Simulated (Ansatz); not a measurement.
## Cu, space group P6_3/mmc: cell relaxations under several functionals, step by step

With the Ansatz DFT code, driven from Python.

Notebook, run cell by cell (the value of a cell's last expression is shown):

In [1]:
```python
import ansatz as az
import numpy as np
```

In [2]:
```python
MESH = (15, 15, 8)
SMEARING = "Fermi-Dirac"
SCF_TOL = 1e-09
FMAX = 0.02
```

In [3]:
```python
def edges_and_angles(cell):
    cell = np.asarray(cell)
    a, b, c = np.linalg.norm(cell, axis=1)
    cosines = cell[1] @ cell[2] / (b * c), cell[0] @ cell[2] / (a * c), cell[0] @ cell[1] / (a * b)
    return (a, b, c, *np.degrees(np.arccos(cosines)))

xtal = (
    az.Lattice.of([2.5341, 0.0, 0.0], [-1.26705, 2.19459, 0.0], [0.0, 0.0, 4.11257])
    .atom("Cu", [1 / 3, 2 / 3, 0.25])
    .atom("Cu", [2 / 3, 1 / 3, 0.75])
)
```

In [4]:
```python
[site.symbol for site in xtal.resolved().sites]
```
Out [4]:
```text
['Cu', 'Cu']
```

In [5]:
```python
calculation = (
    xtal.calculation()
    .kpoints(*MESH)
    .occupations(SMEARING)
    .scf(tolerance=SCF_TOL)
    .relax(cell=True, force_tolerance=FMAX)
)
```

In [6]:
```python
levels = [("lda", "none"), ("pbesol", "none"), ("pbesol", "d3bj")]
print("level            a       b       c    alpha   beta  gamma  V/atom  steps")
for name, dispersion in levels:
    seen = []
    run = calculation.functional(name, dispersion=dispersion).session().plan()
    res = run.execute(on_event=lambda e: seen.append(e) if e["event"] == "relax_step" else None)
    cell = res.lattice.cell_ang
    label = name if dispersion == "none" else f"{name}+{dispersion}"
    print("{:13s} {:7.4f} {:7.4f} {:7.4f} {:6.2f} {:6.2f} {:6.2f}".format(label, *edges_and_angles(cell)), f"{abs(np.linalg.det(cell)) / len(res.lattice.sites):7.3f} {len(seen):5d}")
```
```text
level            a       b       c    alpha   beta  gamma  V/atom  steps
DeckWarning: basis.ecutwfc = 420 eV, auto-derived from the records' recommended cutoffs: set by Cu (normal level)
DeckWarning: relax.cell: scf.convergence.dr2_threshold = 1e-9 eV is looser than the 2e-10 eV advised for a relaxation that steers and ends on the stress (1e-10 eV for each atom of the cell: 2). What an SCF threshold leaves in a stress goes as its square root, and in the free energy as the threshold itself, and one [...]
lda            2.4795  2.4795  4.0922  90.00  90.00 120.00  10.894     6
pbesol         2.5119  2.5119  4.1441  90.00  90.00 120.00  11.322     5
pbesol+d3bj    2.4748  2.4748  4.0788  90.00  90.00 120.00  10.817     8
```

From smallest to largest: PBEsol+D3BJ (10.82 Å³ an atom, -5.4 % against the start), LDA (10.89 Å³ an atom, -4.7 % against the start) and PBEsol (11.32 Å³ an atom, -1.0 % against the start). The spread is 4.7 % in volume.

What to keep in mind:
- Forces vanish by symmetry, so the ions can't move, and the end may be a saddle.
- Dispersion corrections can be off by several per cent in the lattices of metals, and by several GPa in the pressure at a fixed cell.
- This isn't the structure that Cu takes at ambient conditions.
- Warnings are shown shortened and without file and line.
- The whole script took 58 s on 1 thread of Arm Neoverse V1, on a shared host, peak memory 0.44 GiB.
